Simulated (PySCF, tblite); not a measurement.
# C₅H₄NPS: geometry, infrared bands and NMR shifts

Aim: predict the infrared bands and NMR shifts of C₅H₄NPS (`Cc1pcsc1C#N`).

The runs use tblite 0.8.0 and PySCF 2.14.0, with density-fitted response routines of our own; the level of theory stands in each step. All values are computed, except where a source is named. Atoms are numbered from 0 throughout.

## (1) The molecule as given

12 atoms, charge 0, multiplicity 1; geometry from: force field or distance geometry start.

Bonds of the start (Å): C0–C1 1.47, C1–P2 1.78, P2–C3 1.66, C3–S4 1.84, S4–C5 1.87, C5–C6 1.42, C6–N7 1.15, C5–C1 1.40, C0–H8 1.12, C0–H9 1.12, C0–H10 1.11, C3–H11 1.07.

## (2) Optimising the geometry with GFN2-xTB

What the job is given:

```
{"job": {"kind": "relax", "xc": "GFN2-xTB", "basis": "xTB"}, "charge": 0, "multiplicity": 1}
C     -1.542400    -1.006500    -0.023600
C     -0.134200    -0.587400    -0.011100
P      1.494000    -1.317300     0.004100
C      2.775500    -0.260500     0.022900
S      1.728000     1.251600     0.056400
C     -0.085100     0.810500     0.021600
C     -0.825300     2.023300     0.035200
N     -1.439700     2.991500     0.054700
H     -2.170500    -0.305000    -0.626600
H     -1.596100    -1.973400    -0.576600
H     -2.009700    -1.089600     0.979200
H      3.806800    -0.538000     0.038000
```

The run is started by

```bash
OMP_NUM_THREADS=1 python probes_run.py task.json out
```

The driver reads the jobs from task.json and runs them one after another.

**Question.** This job is followed by: GFN2-xTB harmonic vibrations, gas phase; GIAO PBE0/pcSseg-1 NMR shielding, non-relativistic, gas phase. What will the session give for the following? strongest single infrared mode (GFN2-xTB); zero-point energy (GFN2-xTB); 13C shifts against TMS (PBE0/pcSseg-1); 1H shifts against TMS (PBE0/pcSseg-1, means over atoms taken as alike); 31P shifts against H3PO4 (PBE0/pcSseg-1); 33S shifts against CS2 (PBE0/pcSseg-1); 15N shifts against NH3 (PBE0/pcSseg-1).

**Answer**, as computed:

```
                                                              quantity                                 value
                             strongest single infrared mode (GFN2-xTB)                 2356 cm⁻¹, 258 km/mol
                                          zero-point energy (GFN2-xTB)                         47.3 kcal/mol
                                13C shifts against TMS (PBE0/pcSseg-1)  183.2, 176.3, 126.9, 117.9, 20.4 ppm
1H shifts against TMS (PBE0/pcSseg-1, means over atoms taken as alike)                        8.82, 3.07 ppm
                              31P shifts against H3PO4 (PBE0/pcSseg-1)                             240.6 ppm
                                33S shifts against CS2 (PBE0/pcSseg-1)                               374 ppm
                                15N shifts against NH3 (PBE0/pcSseg-1)                             333.9 ppm
```

What this shows: Over 37 steps the energy fell by 2.639 eV; of the close pairs, S4–C5 changed most, 1.866 to 1.734 Å. No mode is imaginary among the 30: a minimum at this level. The strongest single mode, at 2356 cm⁻¹, moves mainly C6 and N7. GFN2-xTB is a fitted tight-binding method: band positions and strengths are rough. Its intensities can rank the bands wrongly. At PBE0/pcSseg-1: The largest span, 521 ppm, is at P2, where the paramagnetic term is -890 ppm. NICS(1)zz of -24 ppm above the planar ring from C1 marks a diatropic (aromatic) ring current.
